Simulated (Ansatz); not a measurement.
# B2H5NOSi: a ladder of functionals and wavefunction methods

Aim: compute B2H5NOSi with functionals from several rungs and with coupled cluster. The yardstick is the atomisation energy at the CCSD(T) limit.

Method: functionals in def2-TZVPP, the program's frozen cores in correlated methods; program: Ansatz 0.2.0, Gaussian basis.

The runs, in order: LDA (SPW92), PBE-D4, revPBE-D4, BLYP-D4, r2SCAN-D4, B97M-V, PBE0-D4, B3LYP-D4, r2SCANh-D4, r2SCAN0-D4, HSE06-D4, BHLYP-D4, CAM-B3LYP-D4, LC-ωPBE, ωB97X-V, ωB97M-V, B2PLYP, PBE-QIDH; CCSD(T)/def2-SVP; CCSD(T)/def2-TZVPP; MP2/def2-QZVPP; extrapolation to the limit; RPA on PBE.

## 1. The geometry

An earlier PBE0-D4 in a triple-zeta def2 set relaxation fixed the geometry.

SMILES `BB1N[SiH2]O1`, 10 atoms, charge 0, spin multiplicity 1.

Atoms are counted from 1 here; the program's logs count them from 0.

Bond lengths: B1–B2 1.683 Å, B1–H6 1.198 Å, B1–H7 1.198 Å, B2–N3 1.436 Å, B2–O5 1.416 Å, N3–Si4 1.724 Å, N3–H8 1.001 Å, Si4–O5 1.673 Å, Si4–H9 1.483 Å, Si4–H10 1.483 Å. Angles: B2–B1–H6 121.9°, B2–B1–H7 121.9°, H6–B1–H7 116.3°, B1–B2–N3 132.2°, B1–B2–O5 124.2°, N3–B2–O5 103.6°, B2–N3–Si4 85.6°, B2–N3–H8 132.6°, Si4–N3–H8 141.9°, N3–Si4–O5 82.6°, N3–Si4–H9 117.2°, N3–Si4–H10 117.2°, O5–Si4–H9 114.2°, O5–Si4–H10 114.2°, H9–Si4–H10 109.5°, B2–O5–Si4 88.2°.

## 2. LDA

This LDA is Slater exchange with PW92 correlation.

The input, in.yaml:

```yaml
crystal:
  periodic: [false, false, false]
  atoms:
    - {symbol: B, position_ang: [-1.027072, 0.944858, -1.602663]}
    - {symbol: B, position_ang: [-0.135404, 0.234964, -0.364888]}
    - {symbol: N, position_ang: [-0.501952, -0.659672, 0.697455]}
    - {symbol: Si, position_ang: [1.159627, -0.586149, 1.153046]}
    - {symbol: O, position_ang: [1.252158, 0.435511, -0.168308]}
    - {symbol: H, position_ang: [-1.565060, 2.006440, -1.466339]}
    - {symbol: H, position_ang: [-1.160619, 0.416041, -2.669208]}
    - {symbol: H, position_ang: [-1.372566, -1.076867, 0.960710]}
    - {symbol: H, position_ang: [1.478704, 0.064136, 2.447592]}
    - {symbol: H, position_ang: [1.955282, -1.830563, 1.015504]}
basis:
  gaussian: {orbitals: def2-TZVPP}
hamiltonian: {xc: lda}
output: {orbitals: {seedname: orbitals}}
```

Run with:

```console
> ansatz run in.yaml --threads 2 --pin off --events-out ev --progress --plain --max-ram 4352MiB
```

The runs that follow: PBE-D4 (GGA); revPBE-D4 (GGA); BLYP-D4 (GGA); r2SCAN-D4 (meta-GGA); B97M-V (meta-GGA); PBE0-D4 (hybrid); B3LYP-D4 (hybrid); r2SCANh-D4 (hybrid); r2SCAN0-D4 (hybrid); HSE06-D4 (hybrid); BHLYP-D4 (hybrid); CAM-B3LYP-D4 (range-separated); LC-ωPBE (range-separated); ωB97X-V (range-separated); ωB97M-V (range-separated); B2PLYP (double hybrid); PBE-QIDH (double hybrid); CCSD(T) in def2-SVP; CCSD(T) in def2-TZVPP; MP2 in def2-QZVPP; RPA on PBE orbitals.

Q: Predict the results of all the runs planned. Wanted: atomisation energy, CCSD(T)/CBS; farthest beyond LDA; mean size of error, GGA; mean size of error, meta-GGA; mean size of error, hybrid; mean size of error, range-separated; mean size of error, double hybrid; gap, smallest and largest; T1 diagnostic.

**Answer**, as computed:

| quantity | value |
| --- | --- |
| atomisation energy, CCSD(T)/CBS | 908.8 kcal/mol |
| functionals within 4.5 kcal/mol (0.5 %) | BLYP-D4, PBE0-D4, r2SCANh-D4, HSE06-D4, LC-ωPBE, B2PLYP, PBE-QIDH |
| farthest beyond LDA | BHLYP-D4 (-17.3 kcal/mol) |
| mean size of error, GGA | 8.5 kcal/mol |
| mean size of error, meta-GGA | 7.5 kcal/mol |
| mean size of error, hybrid | 6.0 kcal/mol |
| mean size of error, range-separated | 8.2 kcal/mol |
| mean size of error, double hybrid | 3.2 kcal/mol |
| gap, smallest and largest | 3.46 eV (LDA (SPW92)), 11.22 eV (LC-ωPBE) |
| T1 diagnostic | 0.0129 |
| triples share of the correlation energy | 3.8 % |

What this shows: The LDA atomisation energy is off by 127.4 kcal/mol (14 %): it overbinds. PBE-D4 misses by +16.6 kcal/mol. Double hybrids carry the basis error of their MP2 part in triple zeta, and no dispersion term here, so their miss is partly the set-up's. By mean error the best rung here is double hybrid (3.2 kcal/mol) and the worst beyond LDA is GGA (8.5 kcal/mol). Misses under about 4.5 kcal/mol are within the doubt on the reference itself, which lacks core-valence correlation, relativity and higher excitations. Hartree-Fock recovers 74 % of the binding; the rest is correlation. CCSD(T) in def2-SVP is off by -58.4 kcal/mol, worse than the median functional, from the basis alone. Orbital gaps span 3.5 to 11.2 eV; exact exchange widens them.
